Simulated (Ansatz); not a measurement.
# CH5GaOSi: the cost of one run

All numbers below are computed with Ansatz 0.2.0 (RKS PBE-D4/def2-mTZVP).

### Step 1. The structure to begin with

Bond lengths: O1–Si2 1.698 Å, Si2–C3 1.844 Å, Si2–Ga4 1.932 Å, O1–H5 1.053 Å, Si2–H6 1.487 Å, C3–H7 1.076 Å, C3–H8 1.169 Å, Ga4–H9 1.222 Å. Angles: O1–Si2–C3 107.1°, O1–Si2–Ga4 155.5°, O1–Si2–H6 109.7°, C3–Si2–Ga4 82.3°, C3–Si2–H6 110.4°, Ga4–Si2–H6 86.9°, Si2–O1–H5 103.4°, Si2–C3–H7 112.9°, Si2–C3–H8 109.5°, H7–C3–H8 109.2°, Si2–Ga4–H9 71.3°.

Structure file:

```xyz
9

O    -0.1595    0.5182   -1.7211
Si   -0.1089    0.4364   -0.0255
C     0.8888   -1.0504    0.4164
Ga   -0.8328    0.1563    1.7442
H    -0.8395    1.3006   -1.9074
H     0.5258    1.6671    0.5172
H     0.3957   -1.9740    0.1678
H     1.9206   -1.0054   -0.1307
H    -1.7017   -0.0951    0.9220
```

### Step 2. Relaxing end A

input.yaml

```yaml
crystal:
  periodic: [false, false, false]
  atoms:
    - { symbol: O, position_ang: [-0.1595, 0.5182, -1.7211] }
    - { symbol: Si, position_ang: [-0.1089, 0.4364, -0.0255] }
    - { symbol: C, position_ang: [0.8888, -1.0504, 0.4164] }
    - { symbol: Ga, position_ang: [-0.8328, 0.1563, 1.7442] }
    - { symbol: H, position_ang: [-0.8395, 1.3006, -1.9074] }
    - { symbol: H, position_ang: [0.5258, 1.6671, 0.5172] }
    - { symbol: H, position_ang: [0.3957, -1.974, 0.1678] }
    - { symbol: H, position_ang: [1.9206, -1.0054, -0.1307] }
    - { symbol: H, position_ang: [-1.7017, -0.0951, 0.922] }
basis:
  gaussian: { orbitals: def2-mTZVP }
hamiltonian:
  xc: pbe
  dispersion: d4
relax:
  f_tol: 0.015
  max_steps: 40
```

Command:

```
$ ansatz run input.yaml --threads 2 --pin off --max-ram 3072MiB --backend cpu --events-out ev --progress --plain --runs-dir out
```

Q: Estimate wall time and peak memory on 2 threads of Arm Neoverse V2, shared host.

About 47 s, with a peak of 0.16 GiB.
